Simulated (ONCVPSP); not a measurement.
# An ONCV potential for rubidium, from input to tests

Do these settings give a usable potential? It is generated, then checked for transferability, scattering, ghosts and hardness.

Program: ONCVPSP 4.0.1. Reference atom: PBE, scalar-relativistic, spherical and spin-unpolarised. All values are calculated.

## 1. Settings

The settings as typed:

```json
{
  "element": "rubidium (Rb, Z = 37)",
  "type": "optimised norm-conserving Vanderbilt (ONCV)",
  "frozen core": "[Ar] 3d10",
  "valence charge": "9",
  "reference configuration": "4s2 4p6 5s1",
  "partial waves": "4s+5s: rc 2.20 bohr, ncon 4, nbas 9, qcut 5.8 1/bohr, 2 projectors; 4p: rc 2.50 bohr, ncon 4, nbas 9, qcut 4.4 1/bohr, 2 projectors, debl 0.8 Ha; d scattering state at 0.24 Ha: rc 2.15 bohr, ncon 4, nbas 7, qcut 3.9 1/bohr, 3 projectors, debl 2.4 Ha",
  "local potential": "polynomial inside 1.45 bohr (lpopt 4, dvloc0 4 Ha)",
  "core correction": "Teter function, fcfact 2, rcfact 1.7"
}
```

The outer shells as boxes (Hund's rule for the drawing; the calculation is spin-unpolarised):

```
[Ar] core
3d [↑↓][↑↓][↑↓][↑↓][↑↓]
4s [↑↓]
4p [↑↓][↑↓][↑↓]
5s [↑ ]
```

The nodes and maxima of the atom's own shells, from an earlier all-electron run, set the scale for the radii.

All-electron outer shells of the reference configuration (PBE, scalar-relativistic, ld1.x):

```tsv
shell	level (eV)	outermost node (bohr)	outermost maximum (bohr)
3d	-103.96	–	0.39
4s	-31.89	0.62	1.25
4p	-15.96	0.64	1.42
5s	-2.23	1.79	4.38
5p	-0.75	2.21	6.21
```

## 2. Generation

The input, Rb.dat:

```
# ATOM AND REFERENCE CONFIGURATION
# atsym  z   nc   nv     iexc    psfile
  Rb 37.00    6    3        4      upf
#
#   n    l    f
    1    0    2.00
    2    0    2.00
    2    1    6.00
    3    0    2.00
    3    1    6.00
    3    2   10.00
    4    0    2.00
    4    1    6.00
    5    0    1.00
#
# PSEUDOPOTENTIAL AND OPTIMIZATION
# lmax
    2
#
#   l,   rc,      ep,       ncon, nbas, qcut
    0    2.20    0.00    4    9    5.80
    1    2.50    0.00    4    9    4.40
    2    2.15    0.24    4    7    3.90
#
# LOCAL POTENTIAL
# lloc, lpopt,  rc(5),   dvloc0
    4    4    1.45    4.00
#
# VANDERBILT-KLEINMAN-BYLANDER PROJECTORs
# l, nproj, debl
    0    2    0.70
    1    2    0.80
    2    3    2.40
#
# MODEL CORE CHARGE
# icmod, fcfact, rcfact
    3    2.00    1.70
#
# LOG DERIVATIVE ANALYSIS
# epsh1, epsh2, depsh
   -3.00    5.00    0.02
#
# OUTPUT GRID
# rlmax, drl
    6.00    0.01
#
# TEST CONFIGURATIONS
# ncnf
    4
# nvcnf
#   n    l    f
    3
    4    0    2.00
    4    1    6.00
    5    0    0.00
#
    3
    4    0    2.00
    4    1    6.00
    5    0    0.50
#
    4
    4    0    2.00
    4    1    6.00
    5    0    0.00
    5    1    1.00
#
    3
    4    0    2.00
    4    1    5.00
    5    0    1.00
#
```

The run is started by

```bash
$ oncvpsp.x < Rb.dat > Rb.out
```

**Question.** What will these runs give? Wanted: cutoffs for 1 and 0.1 mHa per electron, occupied waves; bound ghosts; GHOST(+) flags; largest test error; largest phase difference near zero energy, channels read; rms error of d²Exc/dn², without and with the model core.

**Answer**, as computed:

| quantity | value |
| --- | --- |
| cutoffs for 1 and 0.1 mHa per electron, occupied waves | 11 Ha and 13 Ha |
| bound ghosts | s at -835.66 eV |
| GHOST(+) flags | none at low energy |
| largest test error (AE − PS) | -25 meV, for 4s2 4p5 5s1 |
| largest phase difference near zero energy, channels read | 0.001 rad |
| rms error of d²Exc/dn², without and with the model core | 2.44 and 1.77 mHa |

It has a bound ghost (s), a state that the atom doesn't have, and that rules the file out. The worst unpolarised test, 4s2 4p5 5s1, is off by 25 meV on 21.1 eV; by total energies transferability rates as fair. It counts as soft on the atom at that tolerance, with 11 Ha needed at the looser tolerance. At the looser tolerance the 4s wave is the slowest; 5s needs 8 Ha. Near zero energy the phases of the channels with partial waves agree within 0.001 rad. These are tests on the free atom; a crystal test is still owed.
